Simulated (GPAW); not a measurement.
The system is Pt.

```xyz
1
Lattice="0.0000 1.9618 1.9618 1.9618 0.0000 1.9618 1.9618 1.9618 0.0000" Properties=species:S:1:pos:R:3 pbc="T T T"
Pt    0.0000    0.0000    0.0000
```

Base run:

- Program: GPAW 26.7.0
- Functional: LDA
- Potentials or basis: the program's PAW data sets (release 1.2.1) made for this functional
- Cutoff: 600 eV
- Basis: pw
- k mesh: 16 × 16 × 16
- Occupations: fermi-dirac, width 0.05 eV
- Spin: spin-orbit coupling, no magnetisation

Its results: pressure -7.6 GPa.

Q: The run is repeated on the same cell with these changes: functional from LDA to PBE; potentials or basis from the program's PAW data sets (release 1.2.1) made for this functional to GPAW PAW data sets (gpaw-data 1.2.1). What comes out?

A: Pressure 9.2 GPa.

Caveats: spin-orbit coupling was added after a scalar SCF, so levels and gaps hold it while energy, forces, pressure and moments don't.
